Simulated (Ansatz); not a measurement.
# GeH2I2, SMILES [I][GeH2][I]: an atomisation energy

Computed with the Python package of Ansatz (0.2.0).

Notebook, run cell by cell (the value of a cell's last expression is shown):

```python
from collections import Counter

import ansatz as az


def energy_of(molecule, charge=0, unpaired=0):
    calc = (
        molecule.calculation()
        .basis(gaussian="def2-SVPD")
        .functional("B3LYP", dispersion="d4")
    )
    if charge:
        calc = calc.charge(charge)
    if unpaired:
        calc = calc.spin("collinear", total=unpaired)
    return calc.run(threads=1).report["free_energy_ev"]
```

```python
geometry_ang = [
    ("I", [-2.2089, 0.535, 0.6544]),
    ("Ge", [0.0426, -0.0415, -0.2234]),
    ("I", [1.6236, -0.2389, 1.7144]),
    ("H", [0.6204, 1.0723, -1.197]),
    ("H", [-0.0277, -1.4006, -0.9897]),
]
system = az.Crystal.molecule()
for symbol, xyz in geometry_ang:
    system = system.atom(symbol, xyz)
```

```python
# unpaired electrons of the ground-state atoms
unpaired = {"I": 1, "Ge": 2, "H": 1}
counts = Counter(site.symbol for site in system.cartesian_sites)
atom_energy = {s: energy_of(az.Crystal.molecule().atom(s, (0, 0, 0)), 0, unpaired[s]) for s in counts}
whole = energy_of(system, 0, 0)
for s, e in atom_energy.items():
    print(f"{s:2s} x{counts[s]}  {e:14.5f} eV")
print(f"GeH2I2: {whole:.5f} eV")
split = sum(counts[s] * e for s, e in atom_energy.items()) - whole
print(f"atomisation energy (no zero-point term): {23.060548 * split:.1f} kcal/mol, {split / sum(counts.values()):.3f} eV an atom")
```

    I  x2     -8102.73939 eV
    Ge x1    -56510.00658 eV
    H  x2       -13.63995 eV
    GeH2I2: -72754.04004 eV
    atomisation energy (no zero-point term): 260.0 kcal/mol, 2.255 eV an atom

260.0 kcal/mol from the electronic energies, without the zero-point term.

What to keep in mind:
- Total energies depend on the basis set; only differences at equal settings carry meaning.
- The geometry is a force-field or estimated start, not a minimum of this method, and the basis set is short of its limit. All parts are taken at fixed geometry, without zero-point energy.
- def2 sets replace the cores of elements past krypton by effective core potentials.
- b3lyp holds the VWN-RPA fit, as in Gaussian; the form of ORCA and Turbomole is b3lyp5.
- The spin-orbit lowering of heavy atoms is left out.
- Hardware and time: 8.3 s on 1 thread of Arm Neoverse V2 (shared host), peak memory 0.41 GiB.
